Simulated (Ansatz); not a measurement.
# Hg3Te: the cost of one run

Method: DFT PBE, scalar-relativistic, plane waves, PAW, in Ansatz 0.2.0.

**1. The system as given**

It takes space group P6_3/mmc (No. 194, hexagonal). The conventional cell has a = 6.808 Å, b = 6.808 Å, c = 5.464 Å, α = 90.00°, β = 90.00°, γ = 120.00°. Hg (site symmetry mm2) has 4 Te at 3.36 to 3.40 Å and 8 Hg at 3.37 to 3.41 Å as nearest neighbours. Te (site symmetry -6m2) is surrounded by 12 Hg at 3.36 to 3.40 Å.

Structure file:

```
Hg Te
1.0
     6.80781    0.00000    0.00000
    -3.40391    5.89574    0.00000
     0.00000    0.00000    5.46432
Hg Te
6 2
Direct
  0.83300 0.66600 0.25000
  0.16700 0.83300 0.75000
  0.33400 0.16700 0.25000
  0.16700 0.33400 0.75000
  0.83300 0.16700 0.25000
  0.66600 0.83300 0.75000
  0.33333 0.66667 0.25000
  0.66667 0.33333 0.75000
```

(A quick probe on a coarse mesh, which set the mesh and smearing, is not shown.)

**3. Full relaxation**

input.yaml reads:

```yaml
crystal:
  lattice:
    - [6.8078147473, 0.0, 0.0]
    - [-3.4039073737, 5.8957405155, 0.0]
    - [0.0, 0.0, 5.4643217282]
  atoms:
    - { symbol: Hg, position: [0.833, 0.666, 0.25] }
    - { symbol: Hg, position: [0.167, 0.833, 0.75] }
    - { symbol: Hg, position: [0.334, 0.167, 0.25] }
    - { symbol: Hg, position: [0.167, 0.334, 0.75] }
    - { symbol: Hg, position: [0.833, 0.167, 0.25] }
    - { symbol: Hg, position: [0.666, 0.833, 0.75] }
    - { symbol: Te, position: [0.3333333333, 0.6666666667, 0.25] }
    - { symbol: Te, position: [0.6666666667, 0.3333333333, 0.75] }
basis:
  ecutwfc: 420
kpoints:
  mp_grid: { grid: [6, 6, 8] }
hamiltonian:
  xc: pbe
scf:
  occupations: { method: gaussian, width: 0.1 }
output:
  forces: true
  stress: true
  eigenvalues: true
relax:
  adjacent_minimum: "off"
  f_tol: 0.01
  max_steps: 80
  cell: { stress_tol: 0.05 }
```

Started as:

```sh
ansatz run input.yaml --threads 1 --pin off --max-ram 2560MiB --backend cpu --events-out ev --progress --plain --runs-dir out
```

Q: Estimate wall time and peak memory on 1 thread of Intel Xeon 6975P-C (Granite Rapids), shared host.

About 5.9 min, with a peak of 0.85 GiB.
